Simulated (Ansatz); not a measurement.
# CH4BSe+: functionals against CCSD(T) at one geometry

The task here is to estimate one member of a computed series from the others.

The runs use Ansatz 0.2.0, Gaussian basis; single points in def2-TZVPP.

Cores are frozen in the correlated methods. Filled d shells of the heavier atoms are correlated.

## The starting structure

SMILES `B[Se][CH2+]`, 7 atoms, charge 1, spin multiplicity 1.

Atoms are counted from 1 here; the program's logs count them from 0.

Bond lengths: B1–Se2 2.050 Å, B1–H4 1.195 Å, B1–H5 1.225 Å, Se2–C3 1.845 Å, C3–H6 1.158 Å, C3–H7 1.076 Å. Angles: Se2–B1–H4 117.8°, Se2–B1–H5 118.6°, H4–B1–H5 123.6°, B1–Se2–C3 101.4°, Se2–C3–H6 120.2°, Se2–C3–H7 124.9°, H6–C3–H7 115.0°.

Geometry (Å):

```
B    -1.38030    0.11110   -0.66000
Se    0.06350   -1.25270   -0.15170
C     1.33360   -0.16500    0.62850
H    -2.35700   -0.29210   -1.21780
H    -1.18970    1.29240   -0.39550
H     2.31210   -0.62110    1.04720
H     1.25030    0.90260    0.73110
```

The first run:

Contents of run/in.yaml:

```yaml
crystal:
  periodic: [false, false, false]
  atoms:
    - {symbol: B, position_ang: [-1.380300, 0.111100, -0.660000]}
    - {symbol: Se, position_ang: [0.063500, -1.252700, -0.151700]}
    - {symbol: C, position_ang: [1.333600, -0.165000, 0.628500]}
    - {symbol: H, position_ang: [-2.357000, -0.292100, -1.217800]}
    - {symbol: H, position_ang: [-1.189700, 1.292400, -0.395500]}
    - {symbol: H, position_ang: [2.312100, -0.621100, 1.047200]}
    - {symbol: H, position_ang: [1.250300, 0.902600, 0.731100]}
basis:
  gaussian: {orbitals: def2-TZVPP}
total_charge: 1
correlation: {method: ccsd_t}
output: {forces: true}
```

The command line of these runs was not kept.

Among the steps run: CCSD(T)/def2-TZVPP; PBE0-D4/def2-TZVPP; wB97M-V/def2-TZVPP; r2SCAN-D4/def2-TZVPP; PBE-D4/def2-TZVPP; LC-wPBE/def2-TZVPP; CAM-B3LYP-D4/def2-TZVPP.

One table of the session follows, with a row left open; its other results are not shown here.

| method | RMS force component (eV/Å) | angle to CCSD(T) forces (°) |
| --- | --- | --- |
| CCSD(T) | 0.829 | reference |
| PBE0-D4 | 0.864 | 8.0 |
| wB97M-V | 0.903 | 8.5 |
| r2SCAN-D4 | 0.828 | 3.6 |
| PBE-D4 | 0.754 | 8.4 |
| LC-wPBE | 0.996 | 17.5 |
| CAM-B3LYP-D4 | ? | ? |

Q: Estimate the row for CAM-B3LYP-D4 from the others.

As computed: RMS force component (eV/Å): 0.900; angle to CCSD(T) forces (°): 8.4. In the column «RMS force component (eV/Å)» it lies between PBE0-D4 (0.864) and wB97M-V (0.903).
